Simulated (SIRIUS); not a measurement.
# NiMoIrPdW (P3m1) in SIRIUS: convergence with gk cutoff, part 3 of 4

SIRIUS 7.12.0. Earlier steps stand in the parts before.

### 5 With gk cutoff 3.53 1/bohr

Contents of sirius.json:

```json
{
  "control": {
    "processing_unit": "cpu",
    "std_evp_solver_name": "lapack",
    "gen_evp_solver_name": "lapack",
    "verbosity": 2,
    "print_forces": true,
    "ortho_rf": true,
    "use_second_variation": true,
    "rmt_max": 3.0,
    "num_bands_to_print": 24,
    "save_wf": true
  },
  "parameters": {
    "electronic_structure_method": "full_potential_lapwlo",
    "xc_functionals": ["XC_GGA_X_PBE_SOL", "XC_GGA_C_PBE_SOL"],
    "core_relativity": "dirac",
    "valence_relativity": "iora",
    "num_fv_states": 85,
    "smearing": "fermi_dirac",
    "smearing_width": 0.0018374661,
    "pw_cutoff": 20,
    "gk_cutoff": 3.53,
    "lmax_apw": 10,
    "lmax_rho": 8,
    "lmax_pot": 8,
    "num_mag_dims": 1,
    "auto_rmt": 0,
    "ngridk": [2, 2, 2],
    "shiftk": [0, 0, 0],
    "num_dft_iter": 80,
    "energy_tol": 1e-07,
    "density_tol": 1e-05,
    "use_symmetry": true
  },
  "settings": {"tol_ne": 1e-10},
  "iterative_solver": {"type": "exact"},
  "mixer": {"type": "anderson", "beta": 0.4, "max_history": 8},
  "unit_cell": {
    "lattice_vectors": [[7.836127321, 0.0, 0.0], [-3.9180636605, 6.7862899724, -0.0], [0.0, -0.0, 10.2353047115]],
    "atom_types": ["Ir", "Mo", "Ni", "Pd", "W"],
    "atom_files": {"Ir": "Ir.json", "Mo": "Mo.json", "Ni": "Ni.json", "Pd": "Pd.json", "W": "W.json"},
    "atoms": {
      "Ir": [[0.33333, 0.66667, 0.25641, 0.0, 0.0, 0.6]],
      "Mo": [[0.66667, 0.33333, 0.45996, 0.0, 0.0, 1.0]],
      "Ni": [[0.0, 0.0, 0.02221, 0.0, 0.0, 1.0]],
      "Pd": [[0.33333, 0.66667, 0.74601, 0.0, 0.0, 0.0]],
      "W": [[0.66667, 0.33333, 0.99985, 0.0, 0.0, 0.0]]
    }
  }
}
```

Contents of Ir.json:

```json
{
  "name": "iridium",
  "symbol": "Ir",
  "number": 77,
  "mass": 192.217,
  "rmin": 1e-06,
  "rmt": 2.34,
  "nrmt": 800,
  "rinf": 13.6,
[... 26 lines left out ...]
    {"l": 2, "basis": [{"enu": 0.3, "dme": 0, "n": 0, "auto": 0}, {"enu": 3.149, "dme": 0, "n": 0, "auto": 0}]},
    {"l": 3, "basis": [{"enu": 0.3, "dme": 0, "n": 0, "auto": 0}, {"enu": 0.3, "dme": 1, "n": 0, "auto": 0}]},
    {
      "l": 3,
      "basis": [{"enu": -1.7696, "dme": 0, "n": 4, "auto": 1}, {"enu": -1.7696, "dme": 1, "n": 4, "auto": 1}]
    },
    {"l": 3, "basis": [{"enu": -1.7696, "dme": 1, "n": 4, "auto": 1}, {"enu": 0.3, "dme": 0, "n": 0, "auto": 0}]},
    {"l": 3, "basis": [{"enu": 0.3, "dme": 0, "n": 0, "auto": 0}, {"enu": 4.537, "dme": 0, "n": 0, "auto": 0}]},
    {"l": 4, "basis": [{"enu": 0.3, "dme": 0, "n": 0, "auto": 0}, {"enu": 0.3, "dme": 1, "n": 0, "auto": 0}]},
    {"l": 4, "basis": [{"enu": 0.3, "dme": 0, "n": 0, "auto": 0}, {"enu": 3.8065, "dme": 0, "n": 0, "auto": 0}]}
  ],
  "free_atom": [... radial grid and density of the free atom, the start of the SCF ...]
}
```

Contents of Mo.json:

```json
{
  "name": "molybdenum",
  "symbol": "Mo",
  "number": 42,
  "mass": 95.96,
  "rmin": 1e-06,
[... 20 lines left out ...]
    {
      "l": 1,
      "basis": [{"enu": -0.9713, "dme": 0, "n": 4, "auto": 1}, {"enu": -0.9713, "dme": 1, "n": 4, "auto": 1}]
    },
    {"l": 1, "basis": [{"enu": -0.9713, "dme": 1, "n": 4, "auto": 1}, {"enu": 0.3, "dme": 0, "n": 0, "auto": 0}]},
    {"l": 1, "basis": [{"enu": 0.3, "dme": 0, "n": 0, "auto": 0}, {"enu": 3.9346, "dme": 0, "n": 0, "auto": 0}]},
    {"l": 2, "basis": [{"enu": 0.3, "dme": 0, "n": 0, "auto": 0}, {"enu": 0.3, "dme": 1, "n": 0, "auto": 0}]},
    {"l": 2, "basis": [{"enu": 0.3, "dme": 1, "n": 0, "auto": 0}, {"enu": 0.3, "dme": 2, "n": 0, "auto": 0}]},
    {"l": 2, "basis": [{"enu": 0.3, "dme": 0, "n": 0, "auto": 0}, {"enu": 3.3815, "dme": 0, "n": 0, "auto": 0}]},
    {"l": 3, "basis": [{"enu": 0.3, "dme": 0, "n": 0, "auto": 0}, {"enu": 0.3, "dme": 1, "n": 0, "auto": 0}]},
    {"l": 3, "basis": [{"enu": 0.3, "dme": 0, "n": 0, "auto": 0}, {"enu": 3.737, "dme": 0, "n": 0, "auto": 0}]}
  ],
  "free_atom": [... radial grid and density of the free atom, the start of the SCF ...]
}
```

Contents of Ni.json:

```json
{
  "name": "nickel",
  "symbol": "Ni",
  "number": 28,
  "mass": 58.6934,
  "rmin": 1e-06,
  "rmt": 2.12,
  "nrmt": 800,
  "rinf": 14.89,
  "core": "1s2s2p",
[... 19 lines left out ...]
    },
    {"l": 1, "basis": [{"enu": -2.1009, "dme": 1, "n": 3, "auto": 1}, {"enu": 0.3, "dme": 0, "n": 0, "auto": 0}]},
    {"l": 1, "basis": [{"enu": 0.3, "dme": 0, "n": 0, "auto": 0}, {"enu": 4.394, "dme": 0, "n": 0, "auto": 0}]},
    {
      "l": 2,
      "basis": [{"enu": 0.2891, "dme": 0, "n": 0, "auto": 0}, {"enu": 0.2891, "dme": 1, "n": 0, "auto": 0}]
    },
    {
      "l": 2,
      "basis": [{"enu": 0.2891, "dme": 1, "n": 0, "auto": 0}, {"enu": 0.2891, "dme": 2, "n": 0, "auto": 0}]
    },
    {"l": 2, "basis": [{"enu": 0.2891, "dme": 0, "n": 0, "auto": 0}, {"enu": 3.76, "dme": 0, "n": 0, "auto": 0}]},
    {"l": 3, "basis": [{"enu": 0.3, "dme": 0, "n": 0, "auto": 0}, {"enu": 0.3, "dme": 1, "n": 0, "auto": 0}]},
    {"l": 3, "basis": [{"enu": 0.3, "dme": 0, "n": 0, "auto": 0}, {"enu": 4.1715, "dme": 0, "n": 0, "auto": 0}]}
  ],
  "free_atom": [... radial grid and density of the free atom, the start of the SCF ...]
}
```

Contents of Pd.json:

```json
{
  "name": "palladium",
  "symbol": "Pd",
  "number": 46,
  "mass": 106.42,
  "rmin": 1e-06,
[... 17 lines left out ...]
    {
      "l": 1,
      "basis": [{"enu": -1.4249, "dme": 0, "n": 4, "auto": 1}, {"enu": -1.4249, "dme": 1, "n": 4, "auto": 1}]
    },
    {"l": 1, "basis": [{"enu": -1.4249, "dme": 1, "n": 4, "auto": 1}, {"enu": 0.3, "dme": 0, "n": 0, "auto": 0}]},
    {"l": 1, "basis": [{"enu": 0.3, "dme": 0, "n": 0, "auto": 0}, {"enu": 3.9346, "dme": 0, "n": 0, "auto": 0}]},
    {"l": 2, "basis": [{"enu": 0.3, "dme": 0, "n": 0, "auto": 0}, {"enu": 0.3, "dme": 1, "n": 0, "auto": 0}]},
    {"l": 2, "basis": [{"enu": 0.3, "dme": 1, "n": 0, "auto": 0}, {"enu": 0.3, "dme": 2, "n": 0, "auto": 0}]},
    {"l": 2, "basis": [{"enu": 0.3, "dme": 0, "n": 0, "auto": 0}, {"enu": 3.3815, "dme": 0, "n": 0, "auto": 0}]},
    {"l": 3, "basis": [{"enu": 0.3, "dme": 0, "n": 0, "auto": 0}, {"enu": 0.3, "dme": 1, "n": 0, "auto": 0}]},
    {"l": 3, "basis": [{"enu": 0.3, "dme": 0, "n": 0, "auto": 0}, {"enu": 3.737, "dme": 0, "n": 0, "auto": 0}]}
  ],
  "free_atom": [... radial grid and density of the free atom, the start of the SCF ...]
}
```

Contents of W.json:

```json
{
  "name": "tungsten",
  "symbol": "W",
  "number": 74,
  "mass": 183.84,
  "rmin": 1e-06,
  "rmt": 2.34,
  "nrmt": 800,
  "rinf": 14.93,
[... 26 lines left out ...]
    {"l": 2, "basis": [{"enu": 0.3, "dme": 0, "n": 0, "auto": 0}, {"enu": 3.149, "dme": 0, "n": 0, "auto": 0}]},
    {"l": 3, "basis": [{"enu": 0.3, "dme": 0, "n": 0, "auto": 0}, {"enu": 0.3, "dme": 1, "n": 0, "auto": 0}]},
    {
      "l": 3,
      "basis": [{"enu": -0.7662, "dme": 0, "n": 4, "auto": 1}, {"enu": -0.7662, "dme": 1, "n": 4, "auto": 1}]
    },
    {"l": 3, "basis": [{"enu": -0.7662, "dme": 1, "n": 4, "auto": 1}, {"enu": 0.3, "dme": 0, "n": 0, "auto": 0}]},
    {"l": 3, "basis": [{"enu": 0.3, "dme": 0, "n": 0, "auto": 0}, {"enu": 4.537, "dme": 0, "n": 0, "auto": 0}]},
    {"l": 4, "basis": [{"enu": 0.3, "dme": 0, "n": 0, "auto": 0}, {"enu": 0.3, "dme": 1, "n": 0, "auto": 0}]},
    {"l": 4, "basis": [{"enu": 0.3, "dme": 0, "n": 0, "auto": 0}, {"enu": 3.8065, "dme": 0, "n": 0, "auto": 0}]}
  ],
  "free_atom": [... radial grid and density of the free atom, the start of the SCF ...]
}
```

Contents of sirius_start.json:

```json
{
  "control": {
    "processing_unit": "cpu",
    "std_evp_solver_name": "lapack",
    "gen_evp_solver_name": "lapack",
    "verbosity": 1,
    "print_forces": false,
    "ortho_rf": true,
    "use_second_variation": true,
    "rmt_max": 3.0,
    "num_bands_to_print": 24,
    "save_wf": false
  },
  "parameters": {
    "electronic_structure_method": "full_potential_lapwlo",
    "xc_functionals": ["XC_LDA_X", "XC_LDA_C_PW"],
    "core_relativity": "dirac",
    "valence_relativity": "iora",
    "num_fv_states": 85,
    "smearing": "fermi_dirac",
    "smearing_width": 0.0055123983,
    "pw_cutoff": 20,
    "gk_cutoff": 2.82,
    "lmax_apw": 10,
    "lmax_rho": 8,
    "lmax_pot": 8,
    "num_mag_dims": 1,
    "auto_rmt": 0,
    "ngridk": [1, 1, 1],
    "shiftk": [0, 0, 0],
    "num_dft_iter": 30,
    "energy_tol": 0.01,
    "density_tol": 0.05,
    "use_symmetry": true
  },
  "settings": {"tol_ne": 1e-10},
  "iterative_solver": {"type": "exact"},
  "mixer": {"type": "anderson", "beta": 0.4, "max_history": 8},
  "unit_cell": {
    "lattice_vectors": [[7.836127321, 0.0, 0.0], [-3.9180636605, 6.7862899724, -0.0], [0.0, -0.0, 10.2353047115]],
    "atom_types": ["Ir", "Mo", "Ni", "Pd", "W"],
    "atom_files": {"Ir": "Ir.json", "Mo": "Mo.json", "Ni": "Ni.json", "Pd": "Pd.json", "W": "W.json"},
    "atoms": {
      "Ir": [[0.33333, 0.66667, 0.25641, 0.0, 0.0, 0.6]],
      "Mo": [[0.66667, 0.33333, 0.45996, 0.0, 0.0, 1.0]],
      "Ni": [[0.0, 0.0, 0.02221, 0.0, 0.0, 1.0]],
      "Pd": [[0.33333, 0.66667, 0.74601, 0.0, 0.0, 0.0]],
      "W": [[0.66667, 0.33333, 0.99985, 0.0, 0.0, 0.0]]
    }
  }
}
```

Command:

```bash
$ OMP_NUM_THREADS=2 sirius.scf --input=sirius_start.json --output=start.json
$ OMP_NUM_THREADS=2 sirius.scf --input=sirius.json --output=output.json --task=1
```

It took 11 min on 2 threads of Intel Xeon Platinum 8259CL at 2.50GHz (Skylake/Cascade Lake), shared host; peak memory 1.1 GiB.

Results:

| Item | Value |
| --- | --- |
| Free energy | -1214336.5455 eV |
| Largest force | 1.813 eV/Å |
| Band gap on the k mesh | none (metal or under the smearing width) |
| Net moment | 0.00 μB per cell |
| All electrons inside the program's atomic spheres | Ni 26.76; Mo 39.39; Pd 44.14; Ir 74.89; W 71.48 (radii Ir 2.34, Mo 2.25, Ni 2.12, Pd 2.25, W 2.34 bohr) |

### 6 With gk cutoff 3.94 1/bohr

sirius.json: that of step 5 with these lines changed.

```diff
@@ -22,4 +22,4 @@
     "pw_cutoff": 20,
-    "gk_cutoff": 3.53,
-    "lmax_apw": 10,
+    "gk_cutoff": 3.94,
+    "lmax_apw": 11,
     "lmax_rho": 8,
```

Contents of Ir.json:

```json
{
  "name": "iridium",
  "symbol": "Ir",
  "number": 77,
  "mass": 192.217,
  "rmin": 1e-06,
  "rmt": 2.34,
  "nrmt": 800,
  "rinf": 13.6,
  "core": "1s2s2p3s3p3d4s4p4d",
  "valence": [
    {"basis": [{"enu": 0.21, "dme": 0, "n": 0, "auto": 0}, {"enu": 0.21, "dme": 1, "n": 0, "auto": 0}]},
[... 30 lines left out ...]
    {"l": 3, "basis": [{"enu": 0.31, "dme": 0, "n": 0, "auto": 0}, {"enu": 0.31, "dme": 1, "n": 0, "auto": 0}]},
    {
      "l": 3,
      "basis": [{"enu": -1.7596, "dme": 0, "n": 4, "auto": 1}, {"enu": -1.7596, "dme": 1, "n": 4, "auto": 1}]
    },
    {
      "l": 3,
      "basis": [{"enu": -1.7596, "dme": 1, "n": 4, "auto": 1}, {"enu": 0.31, "dme": 0, "n": 0, "auto": 0}]
    },
    {"l": 3, "basis": [{"enu": 0.31, "dme": 0, "n": 0, "auto": 0}, {"enu": 4.547, "dme": 0, "n": 0, "auto": 0}]},
    {"l": 4, "basis": [{"enu": 0.31, "dme": 0, "n": 0, "auto": 0}, {"enu": 0.31, "dme": 1, "n": 0, "auto": 0}]},
    {"l": 4, "basis": [{"enu": 0.31, "dme": 0, "n": 0, "auto": 0}, {"enu": 3.8165, "dme": 0, "n": 0, "auto": 0}]}
  ],
  "free_atom": [... radial grid and density of the free atom, the start of the SCF ...]
}
```

Contents of Mo.json:

```json
{
  "name": "molybdenum",
  "symbol": "Mo",
  "number": 42,
[... 25 lines left out ...]
    {
      "l": 1,
      "basis": [{"enu": -0.9613, "dme": 0, "n": 4, "auto": 1}, {"enu": -0.9613, "dme": 1, "n": 4, "auto": 1}]
    },
    {
      "l": 1,
      "basis": [{"enu": -0.9613, "dme": 1, "n": 4, "auto": 1}, {"enu": 0.31, "dme": 0, "n": 0, "auto": 0}]
    },
    {"l": 1, "basis": [{"enu": 0.31, "dme": 0, "n": 0, "auto": 0}, {"enu": 3.9446, "dme": 0, "n": 0, "auto": 0}]},
    {"l": 2, "basis": [{"enu": 0.31, "dme": 0, "n": 0, "auto": 0}, {"enu": 0.31, "dme": 1, "n": 0, "auto": 0}]},
    {"l": 2, "basis": [{"enu": 0.31, "dme": 1, "n": 0, "auto": 0}, {"enu": 0.31, "dme": 2, "n": 0, "auto": 0}]},
    {"l": 2, "basis": [{"enu": 0.31, "dme": 0, "n": 0, "auto": 0}, {"enu": 3.3915, "dme": 0, "n": 0, "auto": 0}]},
    {"l": 3, "basis": [{"enu": 0.31, "dme": 0, "n": 0, "auto": 0}, {"enu": 0.31, "dme": 1, "n": 0, "auto": 0}]},
    {"l": 3, "basis": [{"enu": 0.31, "dme": 0, "n": 0, "auto": 0}, {"enu": 3.747, "dme": 0, "n": 0, "auto": 0}]}
  ],
  "free_atom": [... radial grid and density of the free atom, the start of the SCF ...]
}
```

Contents of Ni.json:

```json
{
  "name": "nickel",
  "symbol": "Ni",
  "number": 28,
  "mass": 58.6934,
  "rmin": 1e-06,
  "rmt": 2.12,
  "nrmt": 800,
  "rinf": 14.89,
  "core": "1s2s2p",
  "valence": [
[... 22 lines left out ...]
    {
      "l": 1,
      "basis": [{"enu": -2.0909, "dme": 1, "n": 3, "auto": 1}, {"enu": 0.31, "dme": 0, "n": 0, "auto": 0}]
    },
    {"l": 1, "basis": [{"enu": 0.31, "dme": 0, "n": 0, "auto": 0}, {"enu": 4.404, "dme": 0, "n": 0, "auto": 0}]},
    {"l": 2, "basis": [{"enu": 0.299, "dme": 0, "n": 0, "auto": 0}, {"enu": 0.299, "dme": 1, "n": 0, "auto": 0}]},
    {"l": 2, "basis": [{"enu": 0.299, "dme": 1, "n": 0, "auto": 0}, {"enu": 0.299, "dme": 2, "n": 0, "auto": 0}]},
    {"l": 2, "basis": [{"enu": 0.299, "dme": 0, "n": 0, "auto": 0}, {"enu": 3.77, "dme": 0, "n": 0, "auto": 0}]},
    {"l": 3, "basis": [{"enu": 0.31, "dme": 0, "n": 0, "auto": 0}, {"enu": 0.31, "dme": 1, "n": 0, "auto": 0}]},
    {"l": 3, "basis": [{"enu": 0.31, "dme": 0, "n": 0, "auto": 0}, {"enu": 4.1815, "dme": 0, "n": 0, "auto": 0}]}
  ],
  "free_atom": [... radial grid and density of the free atom, the start of the SCF ...]
}
```

Contents of Pd.json:

```json
{
  "name": "palladium",
  "symbol": "Pd",
  "number": 46,
[... 19 lines left out ...]
    {
      "l": 1,
      "basis": [{"enu": -1.4149, "dme": 0, "n": 4, "auto": 1}, {"enu": -1.4149, "dme": 1, "n": 4, "auto": 1}]
    },
    {
      "l": 1,
      "basis": [{"enu": -1.4149, "dme": 1, "n": 4, "auto": 1}, {"enu": 0.31, "dme": 0, "n": 0, "auto": 0}]
    },
    {"l": 1, "basis": [{"enu": 0.31, "dme": 0, "n": 0, "auto": 0}, {"enu": 3.9446, "dme": 0, "n": 0, "auto": 0}]},
    {"l": 2, "basis": [{"enu": 0.31, "dme": 0, "n": 0, "auto": 0}, {"enu": 0.31, "dme": 1, "n": 0, "auto": 0}]},
    {"l": 2, "basis": [{"enu": 0.31, "dme": 1, "n": 0, "auto": 0}, {"enu": 0.31, "dme": 2, "n": 0, "auto": 0}]},
    {"l": 2, "basis": [{"enu": 0.31, "dme": 0, "n": 0, "auto": 0}, {"enu": 3.3915, "dme": 0, "n": 0, "auto": 0}]},
    {"l": 3, "basis": [{"enu": 0.31, "dme": 0, "n": 0, "auto": 0}, {"enu": 0.31, "dme": 1, "n": 0, "auto": 0}]},
    {"l": 3, "basis": [{"enu": 0.31, "dme": 0, "n": 0, "auto": 0}, {"enu": 3.747, "dme": 0, "n": 0, "auto": 0}]}
  ],
  "free_atom": [... radial grid and density of the free atom, the start of the SCF ...]
}
```

Contents of W.json:

```json
{
  "name": "tungsten",
  "symbol": "W",
  "number": 74,
  "mass": 183.84,
  "rmin": 1e-06,
  "rmt": 2.34,
  "nrmt": 800,
  "rinf": 14.93,
  "core": "1s2s2p3s3p3d4s4p4d",
  "valence": [
    {"basis": [{"enu": 0.21, "dme": 0, "n": 0, "auto": 0}, {"enu": 0.21, "dme": 1, "n": 0, "auto": 0}]},
[... 30 lines left out ...]
    {"l": 3, "basis": [{"enu": 0.31, "dme": 0, "n": 0, "auto": 0}, {"enu": 0.31, "dme": 1, "n": 0, "auto": 0}]},
    {
      "l": 3,
      "basis": [{"enu": -0.7562, "dme": 0, "n": 4, "auto": 1}, {"enu": -0.7562, "dme": 1, "n": 4, "auto": 1}]
    },
    {
      "l": 3,
      "basis": [{"enu": -0.7562, "dme": 1, "n": 4, "auto": 1}, {"enu": 0.31, "dme": 0, "n": 0, "auto": 0}]
    },
    {"l": 3, "basis": [{"enu": 0.31, "dme": 0, "n": 0, "auto": 0}, {"enu": 4.547, "dme": 0, "n": 0, "auto": 0}]},
    {"l": 4, "basis": [{"enu": 0.31, "dme": 0, "n": 0, "auto": 0}, {"enu": 0.31, "dme": 1, "n": 0, "auto": 0}]},
    {"l": 4, "basis": [{"enu": 0.31, "dme": 0, "n": 0, "auto": 0}, {"enu": 3.8165, "dme": 0, "n": 0, "auto": 0}]}
  ],
  "free_atom": [... radial grid and density of the free atom, the start of the SCF ...]
}
```

sirius_start.json: that of step 5 with these lines changed.

```diff
@@ -22,4 +22,4 @@
     "pw_cutoff": 20,
-    "gk_cutoff": 2.82,
-    "lmax_apw": 10,
+    "gk_cutoff": 3.15,
+    "lmax_apw": 11,
     "lmax_rho": 8,
```

Potentials or basis: all-electron FP-LAPW, apw+lo standard.

Command:

```bash
$ OMP_NUM_THREADS=2 sirius.scf --input=sirius_start.json --output=start.json
$ OMP_NUM_THREADS=2 sirius.scf --input=sirius.json --output=output.json --task=1
```

Run time: 12 min. Hardware: 2 threads of Intel Xeon Platinum 8259CL at 2.50GHz (Skylake/Cascade Lake), shared host; peak memory 1.2 GiB.

Results:

| Item | Value |
| --- | --- |
| Free energy | -1214336.9633 eV |
| Largest force | 1.831 eV/Å |
| Band gap on the k mesh | none (metal or under the smearing width) |
| Net moment | 0.00 μB per cell |
| All electrons inside the program's atomic spheres | Ni 26.76; Mo 39.40; Pd 44.15; Ir 74.89; W 71.48 (radii Ir 2.34, Mo 2.25, Ni 2.12, Pd 2.25, W 2.34 bohr) |

(Part 3 of 4 ends here.)
